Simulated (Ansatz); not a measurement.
What does this script print? It uses Ansatz 0.2.0, Python API.

`smear.py`:
```python
import ansatz as az
from tabulate import tabulate

MESH = (5, 5, 5)
BETA = 0.4

lattice = az.Lattice.of(
    (0.0, 3.890459, 3.890459),
    (3.890459, 0.0, 3.890459),
    (3.890459, 3.890459, 0.0),
)
sites = [
    ("Na", (0.25, 0.25, 0.25)),
    ("Na", (0.75, 0.75, 0.75)),
    ("Na", (0.5, 0.5, 0.5)),
    ("In", (0.0, 0.0, 0.0)),
]
cell = az.Crystal(lattice=lattice)
for symbol, position in sites:
    cell = cell.atom(symbol, position)

model = (
    cell.calculation()
    .functional(az.Functional.R2SCAN)
    .basis(28 * az.Ha, xc_grid=3)
    .accuracy("medium")
    .kpoints(*MESH)
    .mixing("msr1", ndim=6, beta=BETA)
    .eigensolver("davidson")
)

rows = []
for value in [0.5, 0.3, 0.2, 0.1]:
    data = model.occupations("gaussian", width=value).run().report
    rows.append((value, data["free_energy_ev"] / len(data["lattice"]["sites"]), data["n_iterations"], data["n_kpoints"]))

print(tabulate(rows, headers=["width (eV)", "F/atom (eV)", "iterations", "k-points"], floatfmt=".4f", tablefmt="plain"))

for row in rows[:-1]:
    shift = 1000 * (row[1] - rows[-1][1])
    print(f"{row[0]}: {shift:+.2f} meV/atom" + ("  (within 5 meV)" if abs(shift) < 5 else ""))
```

```console
$ python smear.py
  width (eV)    F/atom (eV)    iterations    k-points
      0.5000     -2519.5427             9          10
      0.3000     -2519.5220             9          10
      0.2000     -2519.5153             7          10
      0.1000     -2519.5102             7          10
0.5: -32.56 meV/atom
0.3: -11.80 meV/atom
0.2: -5.09 meV/atom
```

Going from 0.1 to 0.5 eV changes F by -32.6 meV an atom. With this scheme F falls roughly as the square of the width; the report's estimate for zero width (energy_sigma0_ev) moves by only -2.8 meV.

Notes:
- The mesh is modest for a metal, so energies can be off by several to tens of meV an atom and pressures by half a GPa or more; differences at equal mesh fare better.
- The free energy holds a sizeable smearing term, which stands for no physical temperature.
- The narrowest width needs the finest mesh, so the last row is no converged reference.
- This cell is a computed structure, which may not be the phase found in nature.
- It ran for 48 s on 1 thread of Arm Neoverse N1 (shared host), peak memory 0.64 GiB.

(Lines on the test bed's own set-up are left out of the output.)
